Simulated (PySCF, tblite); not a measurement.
**C₅H₅O₂S radical: geometry, infrared bands and EPR parameters**

Aim: predict the infrared bands and EPR parameters of C₅H₅O₂S radical (`C#C[C@H]1C[CH]S1(=O)=O`).

Programs: tblite 0.8.0 and PySCF 2.14.0, with density-fitted response routines of our own. Each step states its level of theory. These are calculated values for one molecule in the gas phase, unless marked as measured. Atoms are numbered from 0 throughout.

## 1. The starting structure

13 atoms, charge 0, multiplicity 2; geometry from: force field or distance geometry start.

Bonds of the start (Å): C0–C1 1.22, C1–C2 1.43, C2–C3 1.54, C3–C4 1.47, C4–S5 1.70, S5–O6 1.45, S5–O7 1.45, S5–C2 1.78, C0–H8 1.06, C2–H9 1.10, C3–H10 1.09, C3–H11 1.11, C4–H12 1.08.

## 2. Optimising the geometry with GFN2-xTB

Job settings and geometry (Å):

```
{"job": {"kind": "relax", "xc": "GFN2-xTB", "basis": "xTB"}, "charge": 0, "multiplicity": 2}
C      2.801900     0.097600     0.272800
C      1.637500     0.200700    -0.066100
C      0.266100     0.309300    -0.460100
C     -0.538600    -1.004700    -0.566300
C     -1.739800    -0.420700     0.054700
S     -0.866100     0.830100     0.804100
O     -0.483100     0.422000     2.137500
O     -1.473600     2.109900     0.516300
H      3.817200     0.015400     0.578800
H      0.136700     0.939200    -1.353100
H     -0.697900    -1.367400    -1.583700
H     -0.150300    -1.851400     0.036300
H     -2.714500    -0.279600    -0.389100
```

Run with:

```bash
$ OMP_NUM_THREADS=1 python probes_run.py task.json out
```

The driver reads the jobs from task.json and runs them one after another.

**Question.** This job is followed by: GFN2-xTB harmonic vibrations, gas phase; UKS B3LYP, pcH-1 on C H O S, non-relativistic, mean-field spin-orbit, GIAO. What will the session give for the following? strongest single infrared mode (GFN2-xTB); zero-point energy (GFN2-xTB); g(iso) (B3LYP); ⟨S²⟩; largest a(iso); potential on the surface of density 0.002 e/bohr³, 1st and 99th percentile.

**Answer**, as computed:

| quantity | value |
| --- | --- |
| strongest single infrared mode (GFN2-xTB) | 1249 cm⁻¹, 360 km/mol |
| zero-point energy (GFN2-xTB) | 53.1 kcal/mol |
| g(iso) (B3LYP) | 2.00240 |
| ⟨S²⟩ | 0.755 (exact 0.75) |
| largest a(iso) | 13C on C4, 146.8 MHz |
| potential on the surface of density 0.002 e/bohr³, 1st and 99th percentile | -1.62 V and 1.63 V |

In words: The optimisation took 69 steps and gained 0.349 eV; among the close pairs (by a distance rule), C2–S5 changed most, from 1.775 to 1.877 Å. No mode is imaginary among the 33: a minimum at this level. The strongest single mode, at 1249 cm⁻¹, is carried by S5, O6, O7. GFN2-xTB is a fitted tight-binding method: band positions and strengths are rough. Its intensities can rank the bands wrongly. Most of the unpaired spin sits on C4 (0.95 e). The isotropic g lies 0.1 ppt above the free-electron value. These values are for one conformer; the search (at its own cheap level) found 1 more, at 0.09 kcal/mol, and measured spectra average over such forms.
